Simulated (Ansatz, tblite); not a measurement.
# Cu(NH3)Me (CH₆CuN): rung by rung

The task here is to estimate one member of a computed series from the others.

Method: as each input shows; program: Ansatz 0.2.0, Gaussian basis.

Levels to be run: GFN1-xTB, GFN2-xTB, PBE-D4/def2-TZVP, r2SCAN-D4/def2-TZVP, LC-ωPBE/def2-TZVP, BHLYP-D4/def2-TZVP, r2SCANh-D4/def2-TZVP, LDA/def2-TZVP, r2SCAN0-D4/def2-TZVP, ωB97M-V/def2-TZVP, PBE-QIDH/def2-TZVP, PBE-D4/def2-SVP, PBE0-D4/def2-SVP, PBE0-D4/def2-TZVPD, PBE-D4/def2-TZVPD, r2SCAN-D4/def2-TZVPD, CCSD(T)/def2-TZVPP, MP2/def2-TZVP, RPA/def2-TZVP.

### The geometry

The geometry is that of the singlet, from an earlier relaxation (PBE0-D4/def2-TZVP).

9 atoms, charge 0, spin multiplicity 1.

Bond lengths: Cu1–N2 1.977 Å, Cu1–C6 1.902 Å, N2–H3 1.015 Å, N2–H4 1.015 Å, N2–H5 1.015 Å, C6–H7 1.095 Å, C6–H8 1.095 Å, C6–H9 1.095 Å. Angles: N2–Cu1–C6 180.0°, Cu1–N2–H3 111.2°, Cu1–N2–H4 111.2°, Cu1–N2–H5 111.2°, H3–N2–H4 107.7°, H3–N2–H5 107.7°, H4–N2–H5 107.7°, Cu1–C6–H7 111.3°, Cu1–C6–H8 111.3°, Cu1–C6–H9 111.3°, H7–C6–H8 107.6°, H7–C6–H9 107.6°, H8–C6–H9 107.6°.

Formally the metal is d10. No spin-orbit coupling is included.

PBE0-D4/def2-TZVP was run before; its log isn't repeated, and its numbers join the tables.

Set-up of the first run:

Tight binding, by tblite at 300 K electronic temperature and without a spin-polarisation term:

```python
tblite.interface.Calculator('GFN1-xTB', numbers, positions, charge=0, uhf=0).singlepoint()
```

Tight binding, by tblite at 300 K electronic temperature and without a spin-polarisation term:

```python
tblite.interface.Calculator('GFN2-xTB', numbers, positions, charge=0, uhf=0).singlepoint()
```

start.molden holds the orbitals of an earlier run on this state, given as this run's starting guess.

Contents of in.yaml:

```yaml
crystal:
  periodic: [false, false, false]
  atoms:
    - {symbol: Cu, position_ang: [0.000071, 0.000172, -0.023183]}
    - {symbol: N, position_ang: [-0.003530, -0.014039, 1.953516]}
    - {symbol: H, position_ang: [-0.421686, 0.832435, 2.326304]}
    - {symbol: H, position_ang: [0.939908, -0.079721, 2.322237]}
    - {symbol: H, position_ang: [-0.530843, -0.802779, 2.314314]}
    - {symbol: C, position_ang: [0.003490, 0.013839, -1.925141]}
    - {symbol: H, position_ang: [-1.016531, 0.024314, -2.324444]}
    - {symbol: H, position_ang: [0.507978, -0.871066, -2.328168]}
    - {symbol: H, position_ang: [0.521152, 0.896844, -2.315427]}
basis:
  gaussian: {orbitals: def2-TZVP, initial_orbitals: start.molden}
hamiltonian: {xc: pbe, dispersion: d4}
scf: {omitted_lower_state_checks: [starts]}
output: {orbitals: {seedname: orbitals}}
```

Started as:

```
$ ansatz run in.yaml --threads 4 --pin off --events-out ev --progress --plain --max-ram 3916MiB
```

Among the steps run: PBE-D4/def2-TZVP; r2SCAN-D4/def2-TZVP; LC-ωPBE/def2-TZVP; BHLYP-D4/def2-TZVP; r2SCANh-D4/def2-TZVP; LDA/def2-TZVP; r2SCAN0-D4/def2-TZVP; ωB97M-V/def2-TZVP; PBE-QIDH/def2-TZVP; PBE-D4/def2-SVP; PBE0-D4/def2-SVP; PBE0-D4/def2-TZVPD; PBE-D4/def2-TZVPD; r2SCAN-D4/def2-TZVPD; CCSD(T)/def2-TZVPP; MP2/def2-TZVP; RPA/def2-TZVP.

One table of the session follows, with a row left open; its other results are not shown here.

It belongs to the step «Levels side by side». 

```
               level  HOMO (eV)  gap (eV)
       LDA/def2-TZVP      -4.63      3.43
     PBE-D4/def2-SVP      -4.00      3.20
    PBE-D4/def2-TZVP      -4.39      3.26
   PBE-D4/def2-TZVPD      -4.43      3.02
 r2SCAN-D4/def2-TZVP      -4.41      3.87
r2SCAN-D4/def2-TZVPD          ?         ?
r2SCANh-D4/def2-TZVP      -4.83      4.53
    PBE0-D4/def2-SVP      -5.06      5.01
   PBE0-D4/def2-TZVP      -5.39      5.02
  PBE0-D4/def2-TZVPD      -5.43      4.68
r2SCAN0-D4/def2-TZVP      -5.47      5.48
  BHLYP-D4/def2-TZVP      -6.36      6.50
   LC-ωPBE/def2-TZVP      -8.03      9.51
   ωB97M-V/def2-TZVP      -7.69      8.54
```

Estimate the missing values for r2SCAN-D4/def2-TZVPD.

As computed: HOMO (eV): -4.44; gap (eV): 3.64. In the column «HOMO (eV)» it lies between LDA/def2-TZVP (-4.63) and PBE-D4/def2-TZVPD (-4.43).
